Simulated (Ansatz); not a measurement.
# FGe2H7: the cost of one run

All numbers below are computed with Ansatz 0.2.0 (RKS B3LYP/def2-mTZVP).

## (1) Starting point

Bond lengths: Ge1–F2 2.030 Å, Ge1–H3 1.550 Å, Ge1–H4 1.549 Å, Ge1–Ge5 2.398 Å, Ge5–H6 1.550 Å, Ge5–H7 1.550 Å, Ge5–H8 1.550 Å. Angles: F2–Ge1–H3 109.5°, F2–Ge1–H4 109.5°, F2–Ge1–Ge5 109.5°, H3–Ge1–H4 109.5°, H3–Ge1–Ge5 109.5°, H4–Ge1–Ge5 109.5°, Ge1–Ge5–H6 109.5°, Ge1–Ge5–H7 109.5°, Ge1–Ge5–H8 109.5°, H6–Ge5–H7 109.4°, H6–Ge5–H8 109.4°, H7–Ge5–H8 109.4°.

As a file:

```xyz
10

Ge    0.0000    0.0000    0.0000
F     0.0000    0.0000    2.0300
H     1.4616    0.0000   -0.5162
H    -0.7300    1.2648   -0.5162
Ge   -1.1304   -1.9584   -0.7992
H    -1.8281   -2.6730    0.3861
H    -2.1918   -1.5497   -1.8522
H    -0.1029   -2.9200   -1.4487
H     0.6884   -1.6150    0.5833
H     0.5159   -1.2105    1.5287
```

## (2) Pulling towards end A

Springs on the bonds that form and break draw the guess towards this end; the thresholds are loose.

Input file input.yaml:

```yaml
crystal:
  periodic: [false, false, false]
  atoms:
    - { symbol: Ge, position_ang: [0.0, 0.0, 0.0] }
    - { symbol: F, position_ang: [0.0, 0.0, 2.03] }
    - { symbol: H, position_ang: [1.4616, 0.0, -0.5162] }
    - { symbol: H, position_ang: [-0.73, 1.2648, -0.5162] }
    - { symbol: Ge, position_ang: [-1.1304, -1.9584, -0.7992] }
    - { symbol: H, position_ang: [-1.8281, -2.673, 0.3861] }
    - { symbol: H, position_ang: [-2.1918, -1.5497, -1.8522] }
    - { symbol: H, position_ang: [-0.1029, -2.92, -1.4487] }
    - { symbol: H, position_ang: [0.6884, -1.615, 0.5833] }
    - { symbol: H, position_ang: [0.5159, -1.2105, 1.5287] }
basis:
  gaussian: { orbitals: def2-mTZVP }
hamiltonian:
  xc: b3lyp
relax:
  f_tol: 0.15
  max_steps: 25
  restrain:
    - { distance: [0, 8], at: 2.75, k: 30.0 }
    - { distance: [9, 1], at: 2.12, k: 30.0 }
    - { distance: [0, 1], at: 1.68, k: 30.0 }
    - { distance: [9, 8], at: 0.66, k: 30.0 }
```

On the command line:

```bash
ansatz run input.yaml --threads 4 --pin off --max-ram 5120MiB --backend cpu --events-out ev --progress --plain --runs-dir out
```

**Question.** How long does this run take on 4 threads of Arm Neoverse V1, shared host, and how much memory does it need?

About 15 s, with a peak of 0.28 GiB.
